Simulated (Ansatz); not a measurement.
# GeNH₃ (singlet): wave-function methods side by side at distance Ge1–H4 = 1.361 Å, cc-pVDZ

An exercise on one series of results from a longer session: the logs are not shown, and one member is left open.

Method: cc-pVDZ, core rule «outside noble gas», up to 15 orbitals frozen; program: Ansatz 0.2.0, Gaussian basis.

The runs, in order: UHF; CCSD(T) on RHF; CCSD(T) on UHF; BCCD(T) on RHF; CISD; CCSDT(Q) on RHF; CCSDT(Q) on UHF; CASSCF and MRCISD+Q, 2 electrons in 2 orbitals; CASSCF and NEVPT2, 2 electrons in 2 orbitals.

16 further runs of the same task are left out: 1 for a mislabelled method, 11 that didn't finish, 4 set aside as unsound or not needed.

## What is computed

The geometry derives from a PBE0/def2-TZVP stationary point (not a proven minimum). One bond is set to the value named and the two fragments are kept rigid. No spin-orbit coupling is included. The filled d shell of Ge may be among the frozen orbitals whatever the setting's name suggests; the logs give the count.

5 atoms, charge 0, spin multiplicity 1.

Atoms are counted from 1 here; the program's logs count them from 0.

Bond lengths: Ge1–N2 1.703 Å, Ge1–H3 1.543 Å, Ge1–H4 1.361 Å, N2–H5 1.020 Å. Angles: N2–Ge1–H3 128.8°, N2–Ge1–H4 117.8°, H3–Ge1–H4 113.4°, Ge1–N2–H5 110.9°.

Geometry (Å):

```xyz
5
charge 0, multiplicity 1
Ge    0.0000    0.0120    0.2713
N     0.0000   -0.1301   -1.4262
H     0.0000    1.2910    1.1336
H     0.0000   -1.1346    1.0045
H     0.0000    0.7890   -1.8691
```

The first run:

The input, in.yaml:

```yaml
crystal:
  periodic: [false, false, false]
  atoms:
    - {symbol: Ge, position_ang: [0.000000, 0.011961, 0.271279]}
    - {symbol: N, position_ang: [0.000000, -0.130063, -1.426238]}
    - {symbol: H, position_ang: [0.000000, 1.291045, 1.133569]}
    - {symbol: H, position_ang: [0.000000, -1.134619, 1.004542]}
    - {symbol: H, position_ang: [0.000000, 0.788983, -1.869068]}
basis:
  gaussian: {orbitals: cc-pVDZ}
magnetization: {spin_polarized: true, initial_magnetization: 0}
hamiltonian: {xc: hf}
output: {orbitals: {seedname: orbitals}}
```

On the command line:

```console
ansatz run in.yaml --threads 1 --pin off --events-out ev --progress --plain --max-ram 2393MiB
```

Among the steps run: UHF; CCSD(T) on RHF; CCSD(T) on UHF; BCCD(T) on RHF; CISD; CCSDT(Q) on RHF; CCSDT(Q) on UHF; CASSCF and MRCISD+Q, 2 electrons in 2 orbitals; CASSCF and NEVPT2, 2 electrons in 2 orbitals.

One of the session's tables, all rows but one given; the rest of the session is left out.

```
       method  from RCCSDT(Q) (kJ/mol)
          RHF                   +819.2
          UHF                   +803.0
         RMP2                    +88.7
        RCCSD                    +36.0
     RCCSD(T)                     +5.4
      BCCD(T)                     +5.7
       RCCSDT                     +3.7
    RCCSDT(Q)                        0
  CASSCF pair                   +733.9
  NEVPT2 pair                    +90.5
  MRCISD pair                        ?
MRCISD+Q pair                    +15.0
```

**Question.** Estimate the row for MRCISD pair.

**Answer.** from RCCSDT(Q) (kJ/mol): +82.0. In the column «from RCCSDT(Q) (kJ/mol)» it lies between RCCSD (+36.0) and RMP2 (+88.7).

Not comparable, so not listed: CCSD(T) on UHF; CCSDT(Q) on UHF (they don't share determinant, frozen orbitals or solution with the rows shown, or repeat one).

Limits of these values: Warnings: restricted reference is unstable; spin contamination; large T1 diagnostic.
